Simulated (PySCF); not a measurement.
# Tl(SH)3: how settings move a single point

Which settings matter for Tl(SH)3? Each run alters one on purpose. The structure is generated, not taken from experiment.

Computed with PySCF 2.14.0. Level: r2SCAN, Tl def2-SVP with ECP60, S def2-SVP, H def2-SVP; scalar-relativistic core potentials, no spin–orbit coupling.

4 further runs of the same task are left out: 2 for a known fault of the program, 2 set aside as unsound or not needed.

### 1 Starting geometry

7 atoms, charge 0, spin multiplicity 1.

Bond lengths: Tl1–S2 2.478 Å, Tl1–S4 2.478 Å, Tl1–S6 2.478 Å, S2–H3 1.354 Å, S4–H5 1.354 Å, S6–H7 1.354 Å. Angles: S2–Tl1–S4 120.0°, S2–Tl1–S6 120.0°, S4–Tl1–S6 120.0°, Tl1–S2–H3 92.2°, Tl1–S4–H5 92.2°, Tl1–S6–H7 92.2°.

Geometry (Å):

```xyz
7
H3S3Tl
Tl    0.0000    0.0000    0.5189
S     2.4225   -0.5195    0.5182
H     2.7568    0.7922    0.5214
S    -0.7614    2.3577    0.5182
H    -2.0644    1.9914    0.5214
S    -1.6611   -1.8382    0.5182
H    -0.6924   -2.7835    0.5214
```

Formal oxidation states: Tl +3. An earlier session relaxed this geometry at r2SCAN, Tl def2-SVP with ECP60, S def2-SVP, H def2-SVP (singlet, point group C3h).

The sound run used a (50, 194) grid (finer on f atoms), a threshold of 1e-8 and at most 55 cycles, and ended at -1368.580697 Eh.

### 2 Try 1

File run.py (the lines that set the calculation):

```python
mol = gto.M(atom='''
Tl     0.00000     0.00000     0.51886
S      2.42252    -0.51947     0.51817
H      2.75680     0.79215     0.52144
S     -0.76138     2.35770     0.51817
H     -2.06443     1.99138     0.52143
S     -1.66114    -1.83823     0.51817
H     -0.69237    -2.78353     0.52143''',
    basis={'Tl': 'def2-SVP', 'S': 'def2-SVP', 'H': 'def2-SVP'},
    ecp={'Tl': 'def2-SVP'},
    charge=0, spin=0)
mf = dft.RKS(mol, xc='R2SCAN')
mf.grids.atom_grid = (50, 194)
mf = mf.density_fit()  # fitting sets: Tl def2-universal-JKFIT, S def2-universal-JKFIT, H def2-universal-JKFIT
mf.conv_tol = 0.001; mf.max_cycle = 55
mf.kernel(dm0)  # dm0: free metal ions and neutral atoms
```

On the command line:

```sh
OMP_NUM_THREADS=2 python run.py
```

Log:

```text
init E= -1382.57719739342
  HOMO = -0.215807568225094  LUMO = -0.105252440535676  gap/eV = 3.00836
cycle= 1 E= -1368.43005147295  delta_E= 14.1  |g|= 0.89  |ddm|= 3.17
  HOMO = -0.295712146088255  LUMO = -0.134498050850269  gap/eV = 4.38686
cycle= 2 E= -1368.29726214424  delta_E= 0.133  |g|= 0.917  |ddm|= 2.43
  HOMO = -0.23645654292796  LUMO = -0.135646893889904  gap/eV = 2.74317
cycle= 3 E= -1368.55086594511  delta_E= -0.254  |g|= 0.293  |ddm|= 1.85
  HOMO = -0.232602731119145  LUMO = -0.117910562184115  gap/eV = 3.12093
cycle= 4 E= -1368.58016332518  delta_E= -0.0293  |g|= 0.0414  |ddm|= 0.554
  HOMO = -0.238960685492704  LUMO = -0.1255429023897  gap/eV = 3.08626
cycle= 5 E= -1368.58065543205  delta_E= -0.000492  |g|= 0.0107  |ddm|= 0.0845
  HOMO = -0.236915928465863  LUMO = -0.12337534934754  gap/eV = 3.08960
Extra cycle  E= -1368.58065364994  delta_E= 1.78e-06  |g|= 0.0111  |ddm|= 0.0308
converged SCF energy = -1368.58065364994
```

Run time: 3 s. Hardware: 2 threads of Intel Xeon 6975P-C (Granite Rapids), shared host.

Changed: the SCF threshold (0.001). It converges in 5 cycles, +0.001 eV from the sound run, with a largest force component of 0.04 eV/Å. The result survives the change.

### 3 Try 2

Edit run.py (the lines that set the calculation) of step 2 so:

```diff
@@ -12,5 +12,5 @@
 mf = dft.RKS(mol, xc='R2SCAN')
-mf.grids.atom_grid = (50, 194)
+mf.grids.atom_grid = (99, 590)
 mf = mf.density_fit()  # fitting sets: Tl def2-universal-JKFIT, S def2-universal-JKFIT, H def2-universal-JKFIT
-mf.conv_tol = 0.001; mf.max_cycle = 55
+mf.conv_tol = 1e-08; mf.max_cycle = 55
 mf.kernel(dm0)  # dm0: free metal ions and neutral atoms
```

On the command line:

```sh
OMP_NUM_THREADS=2 python run.py
```

Log:

```text
init E= -1382.57550745955
  HOMO = -0.215967758013769  LUMO = -0.105369430639227  gap/eV = 3.00953
cycle= 1 E= -1368.4292364904  delta_E= 14.1  |g|= 0.889  |ddm|= 3.17
  HOMO = -0.295691414572746  LUMO = -0.134490981097287  gap/eV = 4.38649
cycle= 2 E= -1368.29691419246  delta_E= 0.132  |g|= 0.917  |ddm|= 2.42
  HOMO = -0.236399286905861  LUMO = -0.135525898959469  gap/eV = 2.74490
cycle= 3 E= -1368.54942198755  delta_E= -0.253  |g|= 0.293  |ddm|= 1.85
  HOMO = -0.232670412678447  LUMO = -0.117968107490196  gap/eV = 3.12121
cycle= 4 E= -1368.57864787472  delta_E= -0.0292  |g|= 0.0415  |ddm|= 0.553
  HOMO = -0.239005933184337  LUMO = -0.125611618082291  gap/eV = 3.08562
cycle= 5 E= -1368.5791417959  delta_E= -0.000494  |g|= 0.0106  |ddm|= 0.0846
  HOMO = -0.238054737940156  LUMO = -0.124647511277769  gap/eV = 3.08597
cycle= 6 E= -1368.57918011214  delta_E= -3.83e-05  |g|= 0.00253  |ddm|= 0.0167
  HOMO = -0.237972432484346  LUMO = -0.124557918254539  gap/eV = 3.08617
cycle= 7 E= -1368.57918237094  delta_E= -2.26e-06  |g|= 0.000142  |ddm|= 0.00314
  HOMO = -0.237974571236782  LUMO = -0.124548121140214  gap/eV = 3.08649
cycle= 8 E= -1368.57918237717  delta_E= -6.23e-09  |g|= 4.8e-05  |ddm|= 0.000242
  HOMO = -0.237974480024324  LUMO = -0.124549389465547  gap/eV = 3.08645
Extra cycle  E= -1368.57918237745  delta_E= -2.85e-10  |g|= 3.64e-05  |ddm|= 0.000108
converged SCF energy = -1368.57918237745
```

Wall time 12 s (2 threads of Intel Xeon 6975P-C (Granite Rapids), shared host).

Changed: the integration grid, to (99, 590). It converges in 8 cycles, +0.041 eV from the sound run, with a largest force component of 0.02 eV/Å.

### 4 Try 3

Edit run.py (the lines that set the calculation) of step 3 so:

```diff
@@ -12,3 +12,3 @@
 mf = dft.RKS(mol, xc='R2SCAN')
-mf.grids.atom_grid = (99, 590)
+mf.grids.atom_grid = (15, 26)
 mf = mf.density_fit()  # fitting sets: Tl def2-universal-JKFIT, S def2-universal-JKFIT, H def2-universal-JKFIT
```

On the command line:

```sh
OMP_NUM_THREADS=2 python run.py
```

Log:

```text
init E= -1382.13787615266
  HOMO = -0.202690371688331  LUMO = -0.103593438279494  gap/eV = 2.69656
cycle= 1 E= -1367.98225566962  delta_E= 14.2  |g|= 0.934  |ddm|= 3.27
  HOMO = -0.293041213768585  LUMO = -0.138580862430658  gap/eV = 4.20308
cycle= 2 E= -1367.82909193762  delta_E= 0.153  |g|= 0.983  |ddm|= 2.53
  HOMO = -0.229506897594959  LUMO = -0.139166788556365  gap/eV = 2.45828
cycle= 3 E= -1368.11712177535  delta_E= -0.288  |g|= 0.302  |ddm|= 1.91
  HOMO = -0.225982266178254  LUMO = -0.120612629499583  gap/eV = 2.86725
cycle= 4 E= -1368.14792796742  delta_E= -0.0308  |g|= 0.0481  |ddm|= 0.57
  HOMO = -0.232627407789282  LUMO = -0.128811485045176  gap/eV = 2.82498
cycle= 5 E= -1368.14852207279  delta_E= -0.000594  |g|= 0.0192  |ddm|= 0.103
  HOMO = -0.231872195596937  LUMO = -0.128255213982725  gap/eV = 2.81956
cycle= 6 E= -1368.14862902649  delta_E= -0.000107  |g|= 0.00992  |ddm|= 0.0448
  HOMO = -0.231827456994976  LUMO = -0.12784285531227  gap/eV = 2.82957
cycle= 7 E= -1368.14866820713  delta_E= -3.92e-05  |g|= 0.00192  |ddm|= 0.0191
  HOMO = -0.231769831788593  LUMO = -0.127827795748792  gap/eV = 2.82841
cycle= 8 E= -1368.14866963159  delta_E= -1.42e-06  |g|= 0.000187  |ddm|= 0.00293
  HOMO = -0.231803349351221  LUMO = -0.127822693451926  gap/eV = 2.82946
cycle= 9 E= -1368.14866962898  delta_E= 2.61e-09  |g|= 0.000199  |ddm|= 0.000619
  HOMO = -0.231785761669709  LUMO = -0.127821970064554  gap/eV = 2.82900
cycle= 10 E= -1368.14866964541  delta_E= -1.64e-08  |g|= 2.43e-05  |ddm|= 0.000363
  HOMO = -0.231786974971337  LUMO = -0.12782220785066  gap/eV = 2.82903
cycle= 11 E= -1368.14866964561  delta_E= -1.99e-10  |g|= 4.83e-06  |ddm|= 3.86e-05
  HOMO = -0.231787269927841  LUMO = -0.127822857315359  gap/eV = 2.82902
Extra cycle  E= -1368.1486696456  delta_E= 7.05e-12  |g|= 6.7e-06  |ddm|= 1.74e-05
converged SCF energy = -1368.1486696456
```

Wall time 2.1 s (2 threads of Intel Xeon 6975P-C (Granite Rapids), shared host).

Changed: the integration grid, to (15, 26). It converges in 11 cycles, +11.756 eV from the sound run, with a largest force component of 1.60 eV/Å. The setting is unsound, so these numbers aren't the compound's.

### 5 Try 4

Edit run.py (the lines that set the calculation) of step 4 so:

```diff
@@ -12,5 +12,5 @@
 mf = dft.RKS(mol, xc='R2SCAN')
-mf.grids.atom_grid = (15, 26)
+mf.grids.atom_grid = (50, 194)
 mf = mf.density_fit()  # fitting sets: Tl def2-universal-JKFIT, S def2-universal-JKFIT, H def2-universal-JKFIT
 mf.conv_tol = 1e-08; mf.max_cycle = 55
-mf.kernel(dm0)  # dm0: free metal ions and neutral atoms
+mf.kernel(dm0)  # dm0: smeared density
```

On the command line:

```sh
OMP_NUM_THREADS=2 python run.py
```

Log:

```text
init E= -1368.51397659395
  HOMO = -0.240824452625668  LUMO = -0.122694270775869  gap/eV = 3.21449
cycle= 1 E= -1368.5796505502  delta_E= -0.0657  |g|= 0.0529  |ddm|= 0.726
  HOMO = -0.235630534816224  LUMO = -0.127415168572242  gap/eV = 2.94469
cycle= 2 E= -1368.5776648126  delta_E= 0.00199  |g|= 0.093  |ddm|= 0.251
  HOMO = -0.237855400774156  LUMO = -0.124835960414657  gap/eV = 3.07542
cycle= 3 E= -1368.58069125299  delta_E= -0.00303  |g|= 0.00406  |ddm|= 0.159
  HOMO = -0.237827380440652  LUMO = -0.124531595367229  gap/eV = 3.08294
cycle= 4 E= -1368.58069480824  delta_E= -3.56e-06  |g|= 0.00219  |ddm|= 0.00879
  HOMO = -0.237831896754867  LUMO = -0.124468997410955  gap/eV = 3.08476
cycle= 5 E= -1368.58069597323  delta_E= -1.16e-06  |g|= 0.00133  |ddm|= 0.00567
  HOMO = -0.237925647437618  LUMO = -0.124462909820003  gap/eV = 3.08748
cycle= 6 E= -1368.58069671917  delta_E= -7.46e-07  |g|= 0.000105  |ddm|= 0.00239
  HOMO = -0.237932270139631  LUMO = -0.124474694821406  gap/eV = 3.08734
cycle= 7 E= -1368.58069672339  delta_E= -4.21e-09  |g|= 3.06e-05  |ddm|= 0.000221
  HOMO = -0.237925761289858  LUMO = -0.124467939881937  gap/eV = 3.08734
Extra cycle  E= -1368.58069672339  delta_E= 1.36e-12  |g|= 3.07e-05  |ddm|= 8.8e-05
converged SCF energy = -1368.58069672339
```

Run time: 3.4 s. Hardware: 2 threads of Intel Xeon 6975P-C (Granite Rapids), shared host.

Changed: the starting guess (smeared density). It converges in 7 cycles, at the sound run's energy within 0.001 eV, with a largest force component of 0.04 eV/Å. The result survives the change.

### 6 Try 5

Edit run.py (the lines that set the calculation) of step 5 so:

```diff
@@ -14,3 +14,3 @@
 mf = mf.density_fit()  # fitting sets: Tl def2-universal-JKFIT, S def2-universal-JKFIT, H def2-universal-JKFIT
-mf.conv_tol = 1e-08; mf.max_cycle = 55
-mf.kernel(dm0)  # dm0: smeared density
+mf.conv_tol = 1e-08; mf.max_cycle = 8
+mf.kernel(dm0)  # dm0: free metal ions and neutral atoms
```

On the command line:

```sh
OMP_NUM_THREADS=2 python run.py
```

Log:

```text
init E= -1382.57719739342
  HOMO = -0.215807568225095  LUMO = -0.105252440535669  gap/eV = 3.00836
cycle= 1 E= -1368.43005147295  delta_E= 14.1  |g|= 0.89  |ddm|= 3.17
  HOMO = -0.295712146088237  LUMO = -0.134498050850169  gap/eV = 4.38686
cycle= 2 E= -1368.29726214425  delta_E= 0.133  |g|= 0.917  |ddm|= 2.43
  HOMO = -0.23645654292793  LUMO = -0.135646893889834  gap/eV = 2.74317
cycle= 3 E= -1368.55086594511  delta_E= -0.254  |g|= 0.293  |ddm|= 1.85
  HOMO = -0.232602731119121  LUMO = -0.117910562184081  gap/eV = 3.12093
cycle= 4 E= -1368.58016332518  delta_E= -0.0293  |g|= 0.0414  |ddm|= 0.554
  HOMO = -0.238960685492672  LUMO = -0.125542902389662  gap/eV = 3.08626
cycle= 5 E= -1368.58065543205  delta_E= -0.000492  |g|= 0.0107  |ddm|= 0.0845
  HOMO = -0.238015489882712  LUMO = -0.124575046124094  gap/eV = 3.08687
cycle= 6 E= -1368.58069447282  delta_E= -3.9e-05  |g|= 0.00252  |ddm|= 0.0168
  HOMO = -0.237925140680915  LUMO = -0.124480743069728  gap/eV = 3.08698
cycle= 7 E= -1368.58069671569  delta_E= -2.24e-06  |g|= 0.00015  |ddm|= 0.00314
  HOMO = -0.237930191461135  LUMO = -0.124470864924204  gap/eV = 3.08739
cycle= 8 E= -1368.58069672031  delta_E= -4.62e-09  |g|= 9.23e-05  |ddm|= 0.000332
  HOMO = -0.23791928477872  LUMO = -0.124471996518175  gap/eV = 3.08706
Extra cycle  E= -1368.58069671018  delta_E= 1.01e-08  |g|= 0.000178  |ddm|= 0.000459
converged SCF energy = -1368.58069671018
```

Wall time 3.9 s (2 threads of Intel Xeon 6975P-C (Granite Rapids), shared host).

Changed: the cycle limit (8). It converges in 8 cycles, at the sound run's energy within 0.001 eV, with a largest force component of 0.04 eV/Å. The result survives the change.

### 7 Side by side

| run | changed | ending | energy change (eV) | cycles | time | usable |
| --- | --- | --- | --- | --- | --- | --- |
| 1 | the SCF threshold | converged | +0.001 | 5 | 3 s | yes |
| 2 | the integration grid | converged | +0.041 | 8 | 12 s | yes |
| 3 | the integration grid | converged | +11.756 | 11 | 2.1 s | no |
| 4 | the starting guess | converged | 0.000 | 7 | 3.4 s | yes |
| 5 | the cycle limit | converged | 0.000 | 8 | 3.9 s | yes |

4 of 5 altered runs give a usable result. 1 ended normally with numbers unfit to quote.
